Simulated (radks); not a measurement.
# Ionisation of Kr³²⁺: one atom, several choices of functional

Aim: the ionisation energy of Kr³²⁺ ([He] 2s2) to Kr³³⁺ ([He] 2s1) for each choice of functional, and which comes nearest the tabulated value.

Method: scalar-relativistic Kohn-Sham, spin-polarised, spherical densities, point nucleus; open shells are filled with parallel spins first. Code: radks (a radial shooting solver on a logarithmic mesh, Libxc functionals) version 1.

6 further runs of the same task are left out: 6 set aside as unsound or not needed.

### Step 1. Starting point

* element: krypton (Z = 36)
* charge: +32
* electrons: 4
* configuration: [He] 2s2
* ion: Kr³³⁺, [He] 2s1
* choices: revPBE; exchange-only LDA; BP86

The outer shells:

Kr³²⁺
```
[He] core
2s [↑↓]
```

Kr³³⁺
```
[He] core
2s [↑ ]
```

### Step 2. revPBE: Kr³²⁺

The run's settings:

```text
Z 36
configuration [He] 2s2
relativity scalar-relativistic
functional pbe_r,pbe
spin polarised
nucleus point
c 137.035999084
```

### Step 3. revPBE: Kr³³⁺

The run's settings:

```text
Z 36
configuration [He] 2s1
relativity scalar-relativistic
functional pbe_r,pbe
spin polarised
nucleus point
c 137.035999084
```

### Step 4. exchange-only LDA: Kr³²⁺

The run's settings:

```text
Z 36
configuration [He] 2s2
relativity scalar-relativistic
functional lda,
spin polarised
nucleus point
c 137.035999084
```

### Step 5. exchange-only LDA: Kr³³⁺

The run's settings:

```text
Z 36
configuration [He] 2s1
relativity scalar-relativistic
functional lda,
spin polarised
nucleus point
c 137.035999084
```

### Step 6. BP86: Kr³²⁺

The run's settings:

```text
Z 36
configuration [He] 2s2
relativity scalar-relativistic
functional b88,p86
spin polarised
nucleus point
c 137.035999084
```

### Step 7. BP86: Kr³³⁺

The run's settings:

```text
Z 36
configuration [He] 2s1
relativity scalar-relativistic
functional b88,p86
spin polarised
nucleus point
c 137.035999084
```

Before running it: what results should come out? Wanted: for each run, functional; E(Kr³²⁺); Δ-SCF; −ε(HOMO); <r> HOMO; error.

The runs gave:

```
       functional  E(Kr³²⁺) (hartree)  Δ-SCF (eV)  −ε(HOMO) (eV)  <r> HOMO (bohr)  error (eV)
           revPBE         -1593.33024      3971.2         3915.9           0.1700       +0.17
exchange-only LDA         -1589.43268      3961.1         3907.1           0.1702       -9.93
             BP86         -1593.42977      3971.5         3916.5           0.1700       +0.46
```

What this shows: The NIST Atomic Spectra Database lists 3971 eV (semi-empirical). The smallest miss is that of revPBE (+0.17 eV), the largest that of exchange-only LDA (-9.93 eV). The ionisation energies span 10.39 eV, the total energies of Kr³²⁺ 109 eV: most of the change in the total cancels in the difference.
